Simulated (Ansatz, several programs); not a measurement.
Hg4S3O, ordered on the zincblende lattice (P-43m) with 8 atoms a cell, relaxed with PBE in Ansatz (plane waves, PAW): it is cubic, P-43m (No. 215); a = 5.813 Å in the conventional setting, 24.55 Å³ an atom. O is surrounded by 4 Hg at 2.34 Å; Hg is surrounded by 1 O at 2.34 Å and 3 S at 2.58 Å; S is surrounded by 4 Hg at 2.58 Å. The cell was then scaled with its shape and fractional coordinates held, which makes it stiffer than a relaxed compression. (Calculated; spin-unpolarised; the phase may be known or hypothetical.)

| V (Å³/atom) | E (meV/atom) |
| --- | --- |
| 23.081 | 17.48 |
| 24.554 | 0.00 |
| 25.291 | 3.63 |
| 26.028 | 13.74 |

(1) Pass a cubic E = c₀ + c₁u + c₂u² + c₃u³, with u = V − 24.739 Å³, through these points.

(2) Where is the minimum, and what bulk modulus follows?

(3) Predict the energy and the pressure at the withheld volume, 23.818 Å³.

Answers

(1) c₀ = 0.23, c₁ = +2.531, c₂ = 6.883, c₃ = -0.5542 (meV and Å³).

(2) dE/du = 0 at u = -0.180, so V₀ = 24.56 Å³. B = V₀ d²E/dV² = 24.56 × (2c₂ + 6c₃u) = 24.56 × 14.364 = 353 meV/Å³, and 1 meV/Å³ is 0.16022 GPa: 57 GPa. A third-order Birch-Murnaghan fit to all five points gives 24.55 Å³ and 56 GPa.

(3) With u = -0.921: E ≈ 4.17 meV and P = −dE/dV ≈ +1.85 GPa. The run gives 4.10 meV and, from its stress, +1.84 GPa.
